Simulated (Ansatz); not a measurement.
# LaAs: the cost of one run

Computed with Ansatz 0.2.0 (DFT PBEsol, with the methods named in each step, unless a step's input says otherwise).

### Step 1. The starting structure

Symmetry: Fm-3m, No. 225, cubic system. The conventional cell has a = 6.198 Å, b = 6.198 Å, c = 6.198 Å, α = 90.00°, β = 90.00°, γ = 90.00°. Around La (site symmetry m-3m) lie 6 As at 3.10 Å. As (site symmetry m-3m) has 6 La at 3.10 Å as nearest neighbours.

Coordinates:

```cif
data_structure
_symmetry_space_group_name_H-M 'P 1'
_symmetry_Int_Tables_number 1
_cell_length_a 4.3828
_cell_length_b 4.3828
_cell_length_c 4.3828
_cell_angle_alpha 60.000
_cell_angle_beta 60.000
_cell_angle_gamma 60.000
_cell_volume 59.53
loop_
_atom_site_label
_atom_site_type_symbol
_atom_site_fract_x
_atom_site_fract_y
_atom_site_fract_z
_atom_site_occupancy
La1 La 0.00000 0.00000 0.00000 1
As1 As 0.50000 0.50000 0.50000 1
```

Whether this phase is the stable one at these pressures isn't tested.

Atoms are numbered in the order of the input: La1, As2.

### Step 2. The reference volume, LAPW

Input file input.yaml:

```yaml
crystal:
  lattice:
    - [0.0, 3.0990845977, 3.0990845977]
    - [3.0990845977, 0.0, 3.0990845977]
    - [3.0990845977, 3.0990845977, 0.0]
  atoms:
    - { symbol: La, position: [0.0, 0.0, 0.0] }
    - { symbol: As, position: [0.5, 0.5, 0.5] }
kpoints:
  mp_grid: { grid: [10, 10, 10] }
  band_path:
    path:
      - [0.0, 0.0, 0.0]
      - [0.5, 0.0, 0.5]
      - [0.625, 0.25, 0.625]
      - [0.375, 0.375, 0.75]
      - [0.0, 0.0, 0.0]
      - [0.5, 0.5, 0.5]
      - [0.5, 0.25, 0.75]
      - [0.5, 0.0, 0.5]
    npoints: 14
scf:
  occupations: { method: fermi_dirac, width: 0.05 }
hamiltonian:
  xc: pbesol
  pseudopotentials: { kind: all_electron, lapw: { basis_error: 0.001 } }
output:
  forces: true
  stress: true
  eigenvalues: true
  populations: true
```

Started as:

```bash
ansatz run input.yaml --threads 1 --pin off --max-ram 2048MiB --backend cpu --events-out ev --progress --plain --runs-dir out
```

Q: Estimate wall time and peak memory on 1 thread of Arm Neoverse V1, shared host.

About 18 s, with a peak of 0.32 GiB.
